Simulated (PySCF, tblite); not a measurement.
# C7H12BN: geometry, infrared bands, NMR shifts, electronic excitations and core binding energies

Aim: predict the infrared bands, NMR shifts, electronic excitations and core binding energies of C7H12BN (`C[NH2+][BH2-]c1ccccc1`).

Computed with tblite 0.8.0 and PySCF 2.14.0, with density-fitted response routines of our own, on a single molecule in the gas phase. Atoms count from 0, in the outputs and in this text.

### 1 The molecule as given

21 atoms, charge 0, multiplicity 1; geometry from: force field or distance geometry start.

Bonds of the start (Å): C0–N1 1.44, N1–B2 1.52, B2–C3 1.55, C3–C4 1.37, C4–C5 1.38, C5–C6 1.39, C6–C7 1.39, C7–C8 1.39, C8–C3 1.39, C0–H9 1.13, C0–H10 1.11, C0–H11 1.10, N1–H12 1.08, N1–H13 1.05, B2–H14 1.22, B2–H15 1.22, C4–H16 1.09, C5–H17 1.07, C6–H18 1.10, C7–H19 1.09, C8–H20 1.07.

### 2 Relaxing the molecule with GFN2-xTB

Job settings and geometry (Å):

```
{"job": {"kind": "relax", "xc": "GFN2-xTB", "basis": "xTB"}, "charge": 0, "multiplicity": 1}
C     -2.937200     0.164100    -0.331100
N     -1.973800    -0.667500     0.342200
B     -0.923300     0.113200     1.114900
C      0.501800     0.067700     0.497500
C      0.940300     1.176600    -0.170000
C      2.195400     1.220000    -0.751600
C      3.035300     0.122600    -0.635900
C      2.612700    -1.002600     0.054700
C      1.344200    -1.032700     0.617900
H     -3.847300    -0.488900    -0.485800
H     -3.262500     1.022700     0.286000
H     -2.613100     0.473700    -1.340900
H     -2.539000    -1.196700     1.095000
H     -1.575400    -1.421800    -0.268400
H     -1.255900     1.282800     1.204100
H     -0.927000    -0.281200     2.266100
H      0.336600     2.074600    -0.300000
H      2.586900     2.057000    -1.288800
H      4.041200     0.126200    -1.070200
H      3.232500    -1.887700     0.171000
H      1.018800    -1.905000     1.147500
```

Launch:

```console
> OMP_NUM_THREADS=1 python probes_run.py task.json out
```

One launch serves the whole session: the jobs run in the order shown.

**Question.** This job is followed by: GFN2-xTB harmonic vibrations, gas phase; PBE0-D3(BJ)/def2-SVP geometry optimisation, gas phase; GIAO PBE0/pcSseg-1 NMR shielding, non-relativistic, gas phase; TDDFT PBE0/def2-SVPD, vertical, gas phase, core orbitals frozen in the response; GIAO CAM-B3LYP/pcSseg-1 NMR shielding, non-relativistic, gas phase; delta-SCF UKS SCAN, pcX-2 on the ionised atom, pcseg-1 elsewhere, spin-free X2C. What will the session give for the following? strongest single infrared mode (GFN2-xTB); zero-point energy (GFN2-xTB); point group; rotational constants (main isotopes); 13C shifts against TMS (PBE0/pcSseg-1, means over atoms taken as alike); 1H shifts against TMS (PBE0/pcSseg-1, means over atoms taken as alike); 15N shifts against NH3 (PBE0/pcSseg-1); 11B shifts against BF3·OEt2 (PBE0/pcSseg-1); surface potential, 1st and 99th percentile; lowest singlet (PBE0/def2-SVPD); brightest single state of those computed; lowest triplet; vertical ionisation energy (ΔSCF); C1s binding energies, SCAN/pcX-2 (standing for 6 of 7 atoms); N1s binding energies, SCAN/pcX-2; B1s binding energies, SCAN/pcX-2; range of the shift of C3.

The runs gave:

| quantity | value |
| --- | --- |
| strongest single infrared mode (GFN2-xTB) | 2432 cm⁻¹, 255 km/mol |
| zero-point energy (GFN2-xTB) | 110.6 kcal/mol |
| point group | C1 |
| rotational constants (main isotopes) | 3.17, 1.01, 0.93 GHz |
| 13C shifts against TMS (PBE0/pcSseg-1, means over atoms taken as alike) | 155.4, 141.8, 133.1, 131.5, 31.1 ppm |
| 1H shifts against TMS (PBE0/pcSseg-1, means over atoms taken as alike) | 7.61, 7.36, 7.27, 2.89, 2.56, 2.17 ppm |
| 15N shifts against NH3 (PBE0/pcSseg-1) | 57.1 ppm |
| 11B shifts against BF3·OEt2 (PBE0/pcSseg-1) | -12.3 ppm |
| surface potential, 1st and 99th percentile | -1.44 V and 2.32 V |
| lowest singlet (PBE0/def2-SVPD) | 5.31 eV (234 nm), f = 0.002 |
| brightest single state of those computed | state 9, 6.73 eV, f = 0.177 |
| lowest triplet | 4.01 eV |
| vertical ionisation energy (ΔSCF) | 8.35 eV |
| C1s binding energies, SCAN/pcX-2 (standing for 6 of 7 atoms) | C0 292.38, C5 289.62, C6 289.61, C4 289.39 eV |
| N1s binding energies, SCAN/pcX-2 | N1 407.40 eV |
| B1s binding energies, SCAN/pcX-2 | B2 193.71 eV |
| range of the shift of C3 | 155.4 to 160.2 ppm |

The optimisation took 126 steps and gained 0.770 eV; among the close pairs (by a distance rule), N1–B2 changed most, from 1.520 to 1.653 Å (GFN2-xTB). No mode is imaginary among the 57: a minimum at this level. The strongest single mode, at 2432 cm⁻¹, moves mainly H15. Unscaled tight-binding wavenumbers are off by several per cent, some by more. Its intensities can rank the bands wrongly. Relaxing lowered the energy by 0.238 eV in 6 steps; the close pair that moved most is B2–H14, from 1.177 to 1.227 Å (PBE0/def2-SVP). No frequency check was run at this level, so the end point may be a saddle. At PBE0/pcSseg-1: The largest span, 263 ppm, is at C3, where the paramagnetic term is -227 ppm. NICS(1)zz of -29 ppm above the planar ring from C3 marks a diatropic (aromatic) ring current. The first singlet state (HOMO→LUMO+1 0.44, HOMO−1→LUMO 0.25) lies at 5.31 eV and is weak; of the 10 states computed, the strongest absorption comes from state 9 at 6.73 eV (the last state computed is bright too, and its partners may lie past the list). The lowest triplet lies 1.30 eV below the lowest singlet (triplets in Tamm-Dancoff, singlets in full TDDFT). ΔSCF puts the ionisation energy at 8.35 eV, 1.73 eV above −ε(HOMO). The C1s levels kept as sound span 2.99 eV, from C4 (aromatic CH) up to C0 (methyl carbon bonded to N). Only 6 of the 7 C atoms are covered by sound results. Across the 2 runs the shift of C3 moves most, between 155.4 (PBE0/pcSseg-1) and 160.2 ppm (CAM-B3LYP/pcSseg-1).
